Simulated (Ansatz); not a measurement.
Relaxation of a periodic cell of 35 atoms, Si12O22F (host SiO2, host structure P3_121, dopant F, one O atom removed), to a largest force component of 0.03 eV/Å in at most 60 steps.

The calculation used Ansatz, DFT LDA, scalar-relativistic, plane waves, PAW. Settings: PAW set soft_1, cutoff 420 eV, k mesh 2x2x1, gaussian smearing 0.05 eV, spin collinear.

```xyz
35
Lattice="-2.4575 4.2565 5.4313 4.9150 0.0000 5.4313 4.9150 8.5130 0.0000" Properties=species:S:1:pos:R:3
Si 1.305 2.261 0.000
Si 3.763 10.509 3.621
Si -0.153 4.256 7.242
O 5.222 10.273 4.263
O 5.695 3.643 6.073
O 3.828 3.111 7.884
O 1.370 1.146 1.168
O 0.780 4.870 8.410
O 2.765 2.497 4.789
Si 3.763 6.517 0.000
Si 1.305 6.252 3.621
Si 2.305 8.513 7.242
O 2.765 6.016 4.263
O 8.152 7.899 6.073
O 6.285 7.367 7.884
O 3.828 5.402 1.168
O 3.237 9.127 8.410
O 5.222 6.753 4.789
Si 3.763 6.517 5.431
Si 3.763 1.996 3.621
Si 4.762 4.256 7.242
O 3.237 7.899 6.073
O 3.828 3.111 2.453
O 3.828 5.402 6.600
O 0.780 4.870 2.979
F -2.150 6.016 4.263
Si 1.305 2.261 5.431
Si 6.220 6.252 3.621
Si 7.220 8.513 7.242
O 5.222 10.273 9.694
O 0.780 3.643 6.073
O 6.285 7.367 2.453
O 6.285 9.659 6.600
O 3.237 9.127 2.979
O 2.765 11.010 4.789
```

Question: Where does it end, and by what steps?

Answer: It converged. Limits of this set-up: coarse k mesh, PAW files made for another functional, a small cell, in which the defect meets its images, a typed lattice constant that wasn't relaxed here. After 17 steps the energy has fallen by 2.526 eV; F26 moved furthest, 0.95 Å. Parted: Si1–F26 (1.62 → 2.60 Å). Joined: Si1–Si11 (3.06 → 2.43 Å).

| step | energy less start (eV) | largest force component (eV/Å) | accepted |
| --- | --- | --- | --- |
| 0 | 0.0000 | 6.017 | yes |
| 1 | -0.8521 | 3.664 | yes |
| 2 | -1.5128 | 1.702 | yes |
| 3 | -1.8560 | 1.928 | yes |
| 4 | -2.0201 | 1.312 | yes |
| 5 | -2.2434 | 0.664 | yes |
| 6 | -2.3161 | 0.262 | yes |
| 7 | -2.3964 | 0.503 | yes |
| 8 | -2.4207 | 0.237 | yes |
| 9 | -2.4351 | 0.225 | yes |
| 10 | -2.4813 | 0.173 | yes |
| 11 | -2.4979 | 0.308 | yes |
| 12 | -2.5151 | 0.112 | yes |
| 13 | -2.5185 | 0.087 | yes |
| 14 | -2.5228 | 0.044 | yes |
| 15 | -2.5245 | 0.042 | yes |
| 16 | -2.5252 | 0.033 | yes |
| 17 | -2.5256 | 0.010 | yes |

```xyz
35
Lattice="-2.4575 4.2565 5.4313 4.9150 0.0000 5.4313 4.9150 8.5130 0.0000" Properties=species:S:1:pos:R:3
Si 1.585 2.387 -0.230
Si 3.815 10.597 3.649
Si -0.344 4.240 7.008
O 5.149 10.427 4.529
O 6.251 3.503 6.387
O 4.077 3.134 7.885
O 1.378 0.914 0.493
O -0.021 5.136 8.300
O 2.814 2.488 4.847
Si 3.698 6.461 -0.080
Si 1.170 6.373 3.912
Si 2.309 8.476 7.274
O 2.602 6.143 4.634
O 8.108 7.666 6.286
O 6.272 7.551 8.235
O 3.912 5.154 0.846
O 2.951 9.252 8.524
O 5.107 7.069 4.609
Si 3.879 6.551 5.520
Si 3.456 1.938 3.482
Si 5.111 4.223 7.291
O 3.514 7.789 6.473
O 3.777 3.095 2.431
O 4.301 5.267 6.382
O 0.886 4.987 3.104
F -2.602 5.351 3.748
Si 1.384 2.285 5.589
Si 6.077 6.396 3.514
Si 7.287 8.490 7.403
O 5.061 10.412 9.627
O 1.012 3.660 6.347
O 6.143 7.272 2.150
O 6.406 9.620 6.674
O 3.423 9.173 2.993
O 2.619 11.101 4.611
```

Whether the end is a true minimum wasn't checked by a vibrational analysis.

The run took 83 s on 4 threads of Intel(R) Xeon(R) CPU @ 2.60GHz (Ice Lake) (shared host), peak memory 1.4 GiB.
